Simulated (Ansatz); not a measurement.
# SnH3F: taking an electron away

Aim: the vertical ionisation energy of SnH3F, as cation minus neutral at the neutral's geometry, on several levels, and how well −ε(HOMO) stands in for it.

Program: Ansatz 0.2.0, Gaussian basis. Level of theory: unrestricted cation, the program's frozen cores in correlated methods. These are calculated values, not measurements.

Levels to be run: UKS PBE-D4/def2-TZVPP; UKS r2SCAN-D4/def2-TZVPP; UKS PBE0-D4/def2-TZVPP; UKS B3LYP-D4/def2-TZVPP; UKS wB97X-V/def2-TZVPP; UKS wB97M-V/def2-TZVPP; UKS B2PLYP/def2-TZVPP; UHF-CCSD(T)/def2-TZVPP; UHF-MP2/def2-QZVPP; extrapolation to the limit; then −ε(HOMO) from the neutral's earlier runs with LDA (SPW92), PBE-D4, revPBE-D4, BLYP-D4, r2SCAN-D4, B97M-V, PBE0-D4, B3LYP-D4, r2SCANh-D4, r2SCAN0-D4, HSE06-D4, BHLYP-D4, CAM-B3LYP-D4, LC-ωPBE, ωB97X-V, ωB97M-V.

## 1. Structure used throughout

The geometry comes from an earlier relaxation with PBE0-D4 in a triple-zeta def2 set; it is a stationary point. Sn takes the def2 core potential; no spin-orbit term is included.

SMILES `[F][SnH3]`, 5 atoms, charge 0, spin multiplicity 1.

Atoms are counted from 1 here; the program's logs count them from 0.

Bond lengths: F1–Sn2 1.926 Å, Sn2–H3 1.701 Å, Sn2–H4 1.701 Å, Sn2–H5 1.701 Å. Angles: F1–Sn2–H3 104.7°, F1–Sn2–H4 104.7°, F1–Sn2–H5 104.7°, H3–Sn2–H4 113.8°, H3–Sn2–H5 113.8°, H4–Sn2–H5 113.8°.

## 2. Cation, UKS PBE-D4/def2-TZVPP

Input file in.yaml:

```yaml
crystal:
  periodic: [false, false, false]
  atoms:
    - {symbol: F, position_ang: [-1.285011, 0.718292, 1.005022]}
    - {symbol: Sn, position_ang: [0.100384, -0.065890, -0.079026]}
    - {symbol: H, position_ang: [-0.528442, -0.054778, -1.659125]}
    - {symbol: H, position_ang: [0.318914, -1.626454, 0.560621]}
    - {symbol: H, position_ang: [1.444057, 0.955230, 0.131007]}
basis:
  gaussian: {orbitals: def2-TZVPP}
total_charge: 1
magnetization: {spin_polarized: true, initial_magnetization: 1}
hamiltonian: {xc: pbe, dispersion: d4}
```

After this run come: Cation, UKS r2SCAN-D4/def2-TZVPP; Cation, UKS PBE0-D4/def2-TZVPP; Cation, UKS B3LYP-D4/def2-TZVPP; Cation, UKS wB97X-V/def2-TZVPP; Cation, UKS wB97M-V/def2-TZVPP; Cation, UKS B2PLYP (frozen core)/def2-TZVPP; Cation, UHF-CCSD(T)/def2-TZVPP; Cation, UHF-MP2/def2-QZVPP.

**Question.** What will the summary of the whole plan be? Wanted: ionisation energy, CCSD(T)/CBS; nearest functional by difference; nearest −ε(HOMO); −ε(HOMO) of PBE; T1 of the cation.

As calculated:

```
                        quantity               value
  ionisation energy, CCSD(T)/CBS            12.16 eV
nearest functional by difference  ωB97X-V (-0.11 eV)
                nearest −ε(HOMO)  LC-ωPBE (-0.04 eV)
                 −ε(HOMO) of PBE             7.88 eV
                T1 of the cation               0.038
```

**Reading.** Energy differences with functionals land within 0.84 eV of the reference. −ε(HOMO) of PBE misses by 4.3 eV, since self-interaction lifts the level. Among orbital estimates LC-ωPBE comes nearest. Hartree-Fock falls 0.56 eV short, as the neutral has more correlation energy than the cation. The cation's T1 (from the report) is 0.038, near the customary mark of 0.045 for open shells, so the coupled-cluster value is less safe. Correlated methods include outer-core shells of Sn, which these sets cover unevenly. With outer-core shells in play the reference is unsure by up to some tenths of an eV, so close misses can't be ranked.
